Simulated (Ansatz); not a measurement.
# BBrS: the cost of one run

Method: the levels named in each step, in Ansatz 0.2.0.

## (1) The starting structure

Bond lengths: S1–B2 1.606 Å, B2–Br3 1.813 Å. Angles: S1–B2–Br3 180.0°.

As a file:

```xyz
3

S     0.0000    0.0000   -1.6748
B     0.0000    0.0000   -0.0691
Br    0.0000    0.0000    1.7439
```

## (2) A rough first relaxation, PBE-D4/def2-SVP

This run stands in another session on the same molecule. It ended at:

```xyz
3

S     0.0000    0.0000   -1.6988
B     0.0000    0.0000   -0.0728
Br    0.0000    0.0000    1.7715
```

## (3) Relaxation, HF/STO-3G

input.yaml

```yaml
crystal:
  periodic: [false, false, false]
  atoms:
    - { symbol: S, position_ang: [0.0, 0.0, -1.69876227] }
    - { symbol: B, position_ang: [0.0, 0.0, -0.07277052] }
    - { symbol: Br, position_ang: [0.0, 0.0, 1.77153279] }
basis:
  gaussian: { orbitals: STO-3G }
hamiltonian:
  xc: hf
relax:
  f_tol: 0.002
  max_steps: 150
```

On the command line:

```bash
$ ansatz run input.yaml --threads 2 --pin off --max-ram 5120MiB --backend cpu --events-out ev --progress --plain --runs-dir out
```

Q: Estimate wall time and peak memory on 2 threads of Intel Xeon at 2.50GHz (Skylake/Cascade Lake), shared host.

About 6.9 s, with a peak of 0.096 GiB.
